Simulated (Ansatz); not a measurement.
**Si4C11: melt and quench**

Aim: for Si4C11, follow a random packing through a hot liquid and a fast quench, and see what structure it leaves.

All numbers below are computed with Ansatz 0.2.0 (DFT PBE, scalar-relativistic, plane waves, PAW).

**1. The structure to begin with**

The cell holds 15 atoms (C11Si4): a = 5.571 Å, b = 5.478 Å, c = 5.585 Å, α = 91.93°, β = 88.57°, γ = 86.53°.

It is the last frame of an earlier stage of the same melt, run at 2880 K.

As a file:

```
C Si
1.0
     5.56848    0.16780    0.07115
     0.16780    5.47492   -0.09433
     0.07115   -0.09433    5.58375
C Si
11 4
Direct
  0.92542 0.80089 0.84616
  0.26000 0.35940 0.55032
  0.56517 0.95137 0.35207
  0.63308 0.53110 0.02674
  0.83221 0.52686 0.83339
  0.31102 0.98887 0.27713
  0.95376 0.01101 0.72388
  0.73399 0.45416 0.56862
  0.40393 0.47918 0.93111
  0.46776 0.43509 0.65367
  0.13881 0.21656 0.32217
  0.12372 0.30952 0.83213
  0.14750 0.78252 0.09267
  0.78145 0.70136 0.23760
  0.81305 0.13320 0.46112
```

**2. Dynamics at 1600 K**

One k point, a Fermi-Dirac width of 0.138 eV and a fixed cell.

File input.yaml:

```yaml
crystal:
  lattice:
    - [5.568485, 0.167797, 0.071149]
    - [0.167797, 5.474915, -0.094329]
    - [0.071149, -0.094329, 5.583751]
  atoms:
    - { symbol: C, position: [0.9254175574, 0.8008939314, 0.8461621337] }
    - { symbol: C, position: [0.2600041196, 0.3594009628, 0.5503176642] }
    - { symbol: C, position: [0.565174397, 0.9513660231, 0.3520694269] }
    - { symbol: C, position: [0.6330782967, 0.5311016156, 0.0267378218] }
    - { symbol: C, position: [0.8322140198, 0.5268599716, 0.8333885965] }
    - { symbol: C, position: [0.3110183378, 0.9888744219, 0.2771315786] }
    - { symbol: C, position: [0.9537589397, 0.011009419, 0.7238783026] }
    - { symbol: C, position: [0.7339901696, 0.454161057, 0.568620481] }
    - { symbol: C, position: [0.4039345792, 0.4791793597, 0.9311079705] }
    - { symbol: C, position: [0.4677573968, 0.4350909641, 0.6536710329] }
    - { symbol: C, position: [0.1388123389, 0.2165615747, 0.322165803] }
    - { symbol: Si, position: [0.1237185444, 0.3095237326, 0.8321327489] }
    - { symbol: Si, position: [0.1474984926, 0.7825179035, 0.0926661081] }
    - { symbol: Si, position: [0.7814463896, 0.7013642823, 0.2376034884] }
    - { symbol: Si, position: [0.8130500647, 0.1332047159, 0.461115976] }
  symmetry: { detect: false }
basis:
  ecutwfc: 420
  xc_grid: 1
kpoints:
  mp_grid: { grid: [1, 1, 1], shift: [0.25, 0.25, 0.25] }
hamiltonian:
  xc: pbe
scf:
  occupations: { method: fermi_dirac, width: 0.1379 }
  lower_state_search: "off"
  convergence: { dr2_threshold: 1.0e-05 }
output:
  forces: true
  stress: true
md:
  timestep: 2.0
  n_steps: 119
  ensemble: nvt_langevin
  friction: 0.015
  temperature: 1600.0
  initial_velocities: maxwell_boltzmann
  seed: 67533
```

Run with:

```bash
$ ansatz run input.yaml --threads 2 --pin off --max-ram 5120MiB --backend cpu --events-out ev --progress --plain --runs-dir out
```

Output, cut to the lines that bear on the results:

```text
Warning: scf.convergence.dr2_threshold = 1e-5 eV is looser than this run's default, which is 1e-7 eV or tighter. The error in the forces grows as the threshold's square root, so leave the key out unless less accurate forces are enough
Warning: output.stress: scf.convergence.dr2_threshold = 1e-5 eV is looser than the 1.5e-9 eV advised for a printed stress (1e-10 eV for each atom of the cell: 15). What an SCF threshold leaves in a stress goes as its square root, and in the free energy as the threshold itself, and one [...]
Warning: RAYON_NUM_THREADS=2 ignored (pool sized by the plan → 2); use --threads N
band count auto-derived: 46 (N_el = 60.0; filled up to band 30; 45 by the electrons, moments and atoms)
[...]
Pseudopotentials: kind: paw
Pseudopotential: C, paw, valence charge 4, recommended cutoff 420 eV (normal), C.paw.azcp
Pseudopotential: Si, paw, valence charge 4, recommended cutoff 420 eV (normal), Si.paw.azcp
Functional definition: PBE
[...]
Crystal: 15 atoms, lattice volume = 169.995 Å³
Basis set: ecut = 420 eV, 3319 PW (Γ)
Bands: 46, of which v1, the nominal top of the filled ones, is band 30 counted from 1 (29 counted from 0)
Symmetry: 1 space group operations
k-points: 1
[...]
SCF iter   1: F=—  HF=-5289.576138 eV  |F-HF|=—  |Δ(HF+E_count)|=         —  Δρ=1.42e-2  dr2=4.53e-1  ethr=1.77e-3  ⟨swp⟩=7.0  Hψ=223  notcnv=0  defer=1
[...]
md step     0: t =     0.00 fs  T =  1493.3 K  F+E_penalty+E_count = -5289.48089031 eV  E_kin = 2.895424 eV  P_inst = -2.5064 GPa  (6 SCF iters)
[...]
md step     9: t =    18.00 fs  T =  1862.4 K  F+E_penalty+E_count = -5290.97345264 eV  E_kin = 3.610939 eV  P_inst = 4.9234 GPa  (4 SCF iters)
[...]
md step    18: t =    36.00 fs  T =  1290.2 K  F+E_penalty+E_count = -5289.58636956 eV  E_kin = 2.501618 eV  P_inst = 1.5122 GPa  (4 SCF iters)
[...]
md step    27: t =    54.00 fs  T =  1775.4 K  F+E_penalty+E_count = -5291.35914312 eV  E_kin = 3.442271 eV  P_inst = 4.1726 GPa  (4 SCF iters)
[...]
md step    35: t =    70.00 fs  T =  1674.6 K  F+E_penalty+E_count = -5291.38548464 eV  E_kin = 3.246837 eV  P_inst = -0.7502 GPa  (5 SCF iters)
md step    36: t =    72.00 fs  T =  1426.5 K  F+E_penalty+E_count = -5291.27103401 eV  E_kin = 2.765805 eV  P_inst = -1.9701 GPa  (4 SCF iters)
```

**3. More of the same log: Langevin dynamics at 1600 K from the last frame before**

Output, continued, cut to the lines that bear on the results:

```text
md step    37: t =    74.00 fs  T =  1412.5 K  F+E_penalty+E_count = -5291.12628200 eV  E_kin = 2.738762 eV  P_inst = -2.7981 GPa  (5 SCF iters)
[...]
md step    57: t =   114.00 fs  T =  1647.0 K  F+E_penalty+E_count = -5291.76346252 eV  E_kin = 3.193432 eV  P_inst = 0.1365 GPa  (4 SCF iters)
[...]
md step    77: t =   154.00 fs  T =  1650.2 K  F+E_penalty+E_count = -5290.94751738 eV  E_kin = 3.199547 eV  P_inst = 5.3101 GPa  (4 SCF iters)
[...]
md step    97: t =   194.00 fs  T =  1739.0 K  F+E_penalty+E_count = -5291.19224261 eV  E_kin = 3.371815 eV  P_inst = 4.5763 GPa  (5 SCF iters)
[...]
md step   117: t =   234.00 fs  T =  2146.8 K  F+E_penalty+E_count = -5291.34076444 eV  E_kin = 4.162505 eV  P_inst = 0.2503 GPa  (5 SCF iters)
md step   118: t =   236.00 fs  T =  2299.0 K  F+E_penalty+E_count = -5291.52614442 eV  E_kin = 4.457495 eV  P_inst = 0.8361 GPa  (5 SCF iters)
[...]
SCF converged after 7 iterations
Free energy (F): -5291.686208 eV
[...]
E sigma→0 (E₀):  -5291.548737 eV
Entropy (-TS):   -0.274941 eV (-18.329 meV/atom)
Fermi energy:    7.110196 eV
[...]
--- Forces (eV/Å), atoms counted from 1 ---
  atom   1  C      0.36647760     3.27375305     0.47865852
  atom   2  C      0.64859030    -0.96638013    -0.68225907
  atom   3  C     -0.76837193    -1.96156347     0.64715780
  atom   4  C     -5.82458087    -0.13310744     5.47810565
  atom   5  C      4.52855151     2.21224371    -5.16488579
  atom   6  C     -2.04042468    -0.43662979     0.51310986
  atom   7  C     -0.35144439    -3.48747267    -0.51718952
  atom   8  C      0.71581662    -0.19210058    -1.83198702
[...]
--- Stress (GPa, compression-positive) ---
       -0.898437       0.794041      -3.421112
        0.794043      -4.754692       2.294518
       -3.421114       2.294515       1.216252
  P = ⅓ Tr σ = -1.4790 GPa (-14.790 kbar)
--- MD trajectory: 119 steps, t = 0.0 → 238.0 fs ---
  final state: T = 2215.9 K   F+E_penalty+E_count = -5291.68620783 eV   E_kin = 4.296455 eV
```

Run time: 4.1 min. Hardware: 2 threads of Intel Xeon at 2.50GHz (Skylake/Cascade Lake), shared host; peak memory 0.34 GiB.

**4. The trajectory**

One step in 5; energies are changes from step 0; msd is the mean square displacement from the start, the centre of mass held:

```tsv
time (fs)	T (K)	potential energy change (meV/atom)	pressure (GPa)	msd C (Å²)	msd Si (Å²)
0.0	1493	0.0	-2.5	0.000	0.000
10.0	1379	-13.9	5.5	0.027	0.008
20.0	1651	-92.9	4.5	0.077	0.028
30.0	1726	-82.2	-0.1	0.131	0.076
40.0	1434	-7.2	1.1	0.157	0.146
50.0	1317	-48.0	3.9	0.136	0.159
60.0	2350	-162.7	5.0	0.093	0.145
70.0	1675	-127.0	-0.8	0.065	0.148
80.0	1235	-94.1	-5.3	0.069	0.145
90.0	1051	-107.3	-8.3	0.070	0.113
100.0	1442	-142.2	-8.1	0.062	0.096
110.0	1646	-182.3	-3.2	0.068	0.099
120.0	1385	-112.2	2.1	0.109	0.096
130.0	1490	-102.7	2.1	0.145	0.090
140.0	1256	-86.3	4.6	0.153	0.076
150.0	1763	-106.7	5.8	0.131	0.061
160.0	1427	-98.1	4.2	0.137	0.074
170.0	1188	-66.5	4.5	0.154	0.100
180.0	1487	-79.0	2.1	0.172	0.124
190.0	1443	-110.2	2.7	0.176	0.161
200.0	2087	-111.3	3.7	0.162	0.171
210.0	2198	-58.5	-4.1	0.172	0.145
220.0	1348	-9.4	-4.1	0.171	0.109
230.0	1962	-96.7	-1.1	0.129	0.092
238.0	2216	-147.0	1.2	0.111	0.072
```

time (fs), T (K) and a bar:
```
      0.0       1493 #########
     10.0       1379 #######
     20.0       1651 #############
     32.0       1634 #############
     42.0       1482 #########
     52.0       1437 ########
     62.0       2321 ##############################
     72.0       1426 ########
     82.0       1115 
     94.0       1192 ##
    104.0       1552 ###########
    114.0       1647 #############
    124.0       1434 ########
    134.0       1479 #########
    144.0       1583 ############
    156.0       1643 #############
    166.0       1296 #####
    176.0       1219 ###
    186.0       1393 #######
    196.0       1807 #################
    206.0       2018 ######################
    218.0       1293 ####
    228.0       1718 ###############
    238.0       2216 ###########################
```

Pair distribution over the second half of the run:

```tsv
r (Å)	g C–C	g C–Si	g Si–Si
0.68	0.00	0.00	0.00
0.84	0.00	0.00	0.00
1.00	0.00	0.00	0.00
1.16	0.01	0.00	0.00
1.32	3.00	0.00	0.00
1.48	3.87	0.00	0.00
1.64	1.11	0.18	0.00
1.80	0.08	2.39	0.00
1.96	0.00	2.61	0.00
2.12	0.07	1.11	0.00
2.28	0.69	0.52	0.45
2.44	1.51	0.23	1.43
2.60	1.10	0.71	1.25
```

First peaks of g(r) that rise above 1 (not always the tallest), and, where a minimum follows, the mean number of second-named atoms round a first-named one up to the next minimum:

```tsv
pair	peak (Å)	height	minimum (Å)	neighbours
C–C	1.40	4.5	1.96	2.0
C–Si	1.88	3.2	2.44	1.3
```

**5. Frames from the trajectory**

Positions (Å) and forces (eV/Å):

```xyz
15
Lattice="5.568 0.168 0.071 0.168 5.475 -0.094 0.071 -0.094 5.584" Properties=species:S:1:pos:R:3:forces:R:3 pbc="T T T" time_fs=34.0 T=1597 dE=-0.5791
C     5.688    4.243    4.510   -1.071    2.277    0.388
C     1.393    2.006    2.978    2.972   -1.110   -0.982
C     3.549    5.483    1.677   -1.772   -1.307   -1.550
C     3.645    3.188   -0.187    2.318    0.400    3.476
C     4.822    3.030    4.432    0.121    0.623   -0.820
C     2.069    5.574    0.986    1.973    1.515    3.174
C     5.575    0.048    4.215   -1.772    0.366   -1.356
C     4.037    2.782    3.063   -0.650   -1.332    2.435
C     2.470    3.118    4.948   -1.646   -0.817   -0.841
C     2.569    2.807    3.516   -1.899   -3.107   -2.325
C     1.181    0.879    1.967   -1.227    3.387    1.530
Si    0.782    1.539    4.674   -0.962    0.042   -0.127
Si    1.059    4.149    0.404   -0.423   -1.818    0.519
Si    4.074    3.754    1.570    2.242    1.754   -2.556
Si    4.539    0.979    2.727    1.796   -0.870   -0.966
15
Lattice="5.568 0.168 0.071 0.168 5.475 -0.094 0.071 -0.094 5.584" Properties=species:S:1:pos:R:3:forces:R:3 pbc="T T T" time_fs=68.0 T=1758 dE=-2.0314
C     5.473    4.636    4.568   -0.079    0.621   -0.201
C     1.388    1.979    2.914    2.598    0.291   -4.110
C     3.606    5.577    1.445   -1.435   -1.493   -0.283
C     3.642    3.091   -0.272   -4.114   -0.300    3.543
C     4.715    3.330    4.448    3.018   -0.361   -4.995
C     2.199    5.583    1.202   -1.262    1.451   -0.205
C     5.154    0.341    3.988    1.440   -0.241    1.551
C     3.974    2.750    2.927    2.700    1.145   -0.698
C     2.433    2.699    4.801    0.754    1.060   -0.098
C     2.647    2.538    3.275   -4.283   -0.626    2.074
C     1.012    1.126    1.761    2.771   -1.369   -0.259
Si    0.520    1.808    4.400   -0.652   -0.836    1.585
Si    1.148    4.083    0.424   -1.277    0.470   -0.906
Si    4.134    3.803    1.316    1.691    1.031    1.649
Si    4.810    1.112    2.248   -1.871   -0.843    1.355
15
Lattice="5.568 0.168 0.071 0.168 5.475 -0.094 0.071 -0.094 5.584" Properties=species:S:1:pos:R:3:forces:R:3 pbc="T T T" time_fs=102.0 T=1603 dE=-2.2948
C     5.281    4.731    4.411    1.339    0.420    1.756
C     1.422    2.281    2.581   -1.970   -2.181   -0.609
C     3.542    5.550    1.345   -2.439   -0.763    0.028
C     3.574    3.147   -0.163   -2.690    0.025   -1.204
C     4.531    3.412    4.287    2.975   -0.042   -1.198
C     2.096    5.573    1.000   -0.309    3.242    1.450
C     5.241    0.537    4.069   -0.879   -1.649   -1.835
C     3.964    2.871    2.942    0.091    0.815   -0.560
C     2.313    2.756    4.772    1.889    1.210    0.991
C     2.553    2.681    3.259   -0.122    0.294    0.092
C     0.939    1.275    1.493    2.187   -1.542    1.256
Si    0.504    1.983    4.187    0.486    0.299    0.591
Si    0.920    4.273    0.373    0.412   -0.386   -1.906
Si    4.394    3.904    1.355   -2.161   -0.424    0.423
Si    4.590    1.126    2.273    1.194    0.681    0.723
15
Lattice="5.568 0.168 0.071 0.168 5.475 -0.094 0.071 -0.094 5.584" Properties=species:S:1:pos:R:3:forces:R:3 pbc="T T T" time_fs=136.0 T=1324 dE=-1.1469
C     5.474    4.962    4.325   -1.023    0.784   -0.464
C     1.425    2.150    2.668   -2.370   -0.420    0.280
C     3.361    5.498    1.344   -1.962    1.218   -0.355
C     3.539    3.547   -0.542   -1.599    1.030    2.825
C     4.589    3.840    4.095    0.025   -3.381   -2.431
C     1.863    5.687    0.971    3.104    0.612    1.936
C     5.338    0.701    3.766   -1.717   -3.365    0.717
C     3.777    3.115    2.740    1.248   -0.020    0.624
C     2.229    3.481    4.593    2.925   -2.255    0.318
C     2.377    2.941    3.209    1.141    0.585   -1.659
C     0.924    1.111    1.805    0.000    1.360   -0.362
Si    0.546    1.987    4.284    0.235    2.512    0.003
Si    0.950    4.422    0.103   -2.015   -0.788   -0.269
Si    4.280    3.881    1.170   -0.156    1.607   -1.221
Si    4.276    1.219    2.297    2.165    0.521    0.057
15
Lattice="5.568 0.168 0.071 0.168 5.475 -0.094 0.071 -0.094 5.584" Properties=species:S:1:pos:R:3:forces:R:3 pbc="T T T" time_fs=170.0 T=1188 dE=-0.9975
C     5.270    4.914    4.066    0.539   -1.931   -0.191
C     1.276    2.291    2.844    0.456   -0.569   -1.192
C     3.376    5.866    1.414   -2.373    0.902   -1.051
C     3.616    3.656   -0.818   -1.726    0.998    5.455
C     4.662    3.447    3.792    0.172    2.991   -2.110
C     1.901    5.923    1.232    1.380   -0.693   -1.391
C     5.118    0.662    3.700   -0.402    0.658    0.509
C     3.860    3.196    2.425   -0.923   -0.639    2.015
C     2.355    3.464    4.502    0.451    1.300   -1.586
C     2.354    3.087    3.017    1.188   -0.012    0.931
C     0.841    1.349    1.924    2.105   -0.473   -1.387
Si    0.493    2.045    4.564   -1.187   -1.086   -0.972
Si    0.774    4.497   -0.188    2.524    0.351    2.294
Si    4.211    4.346    0.994    0.088   -1.772   -1.627
Si    4.578    1.477    2.081   -2.294   -0.026    0.300
15
Lattice="5.568 0.168 0.071 0.168 5.475 -0.094 0.071 -0.094 5.584" Properties=species:S:1:pos:R:3:forces:R:3 pbc="T T T" time_fs=204.0 T=1804 dE=-1.1333
C     5.347    4.954    3.968    1.033   -1.811    1.103
C     1.450    2.191    2.737    0.683    1.380   -0.681
C     3.427    6.175    0.744    0.675    0.255    1.602
C     3.663    3.917   -0.692   -4.396   -2.306    3.019
C     4.461    3.831    3.778    5.390    0.641   -2.250
C     1.965    6.093    0.607    1.411    1.918    1.570
C     5.137    0.676    3.607   -0.689    2.263   -1.297
C     3.969    3.451    2.466   -3.108   -0.443   -0.201
C     2.338    3.464    4.609    4.160   -0.043   -2.579
C     2.514    3.144    3.049   -3.108   -2.705    0.032
C     0.976    1.392    1.627    0.425    0.791   -0.261
Si    0.338    1.937    4.340    1.133    1.455   -0.669
Si    1.171    4.638   -0.128   -3.898   -0.136   -0.379
Si    4.413    4.559    0.852    0.069    0.479    0.790
Si    4.564    1.740    1.836    0.218   -1.737    0.199
15
Lattice="5.568 0.168 0.071 0.168 5.475 -0.094 0.071 -0.094 5.584" Properties=species:S:1:pos:R:3:forces:R:3 pbc="T T T" time_fs=238.0 T=2216 dE=-2.2053
C     5.589    5.058    3.873    0.366    3.274    0.479
C     1.541    2.676    2.441    0.649   -0.966   -0.682
C     3.626    6.290    0.683   -0.768   -1.962    0.647
C     3.911    3.802   -0.763   -5.825   -0.133    5.478
C     4.807    3.765    3.789    4.529    2.212   -5.165
C     2.217    6.373    0.518   -2.040   -0.437    0.513
C     5.245    0.930    3.548   -0.351   -3.487   -0.517
C     4.086    3.468    2.473    0.716   -0.192   -1.832
C     2.655    3.543    4.413   -0.647    0.255   -0.721
C     2.743    3.236    2.880   -2.572    0.157    1.828
C     1.156    1.723    1.450    0.204   -0.365   -1.774
Si    0.567    2.297    3.967    1.393   -0.504    0.266
Si    1.120    4.811   -0.254    1.097    0.124   -0.075
Si    4.432    4.531    0.862    0.596    0.900   -0.034
Si    4.616    1.654    1.790    2.655    1.124    1.588
```

**6. The stages side by side**

Means over the second half of each stage, earlier sessions' stages included (the first, hottest stages at a lower cutoff are left out); the pressure holds its kinetic part:

```tsv
thermostat (K)	duration (fs)	mean T (K)	mean P (GPa)	mean potential energy over the last stage (meV/atom)	largest msd at the end (Å²)	wall time
4000	800	4632	8.5	810	12.03	12 min
2880	480	2704	3.2	228	2.94	9.8 min
1600	238	1609	1.8	0	0.10	4.1 min
```

**7. What came out**

| quantity | value |
| --- | --- |
| 1600 K: length | 119 steps of 2 fs |
| 1600 K: temperature, first and last step | 1493 and 2216 K |
| 1600 K: temperature, second half | mean 1609 K, from 1188 to 2299 K |

What this shows: Against a set 1600 K the second half averages 1609 K with a spread of 303 K (in equilibrium 15 atoms would scatter by about 337 K, over a far longer run). The thermostat is lowered by 2400 K within 718 fs (some 3×10^15 K/s), far faster than any real quench. Averages from a run of 238 fs with 15 atoms are rough.
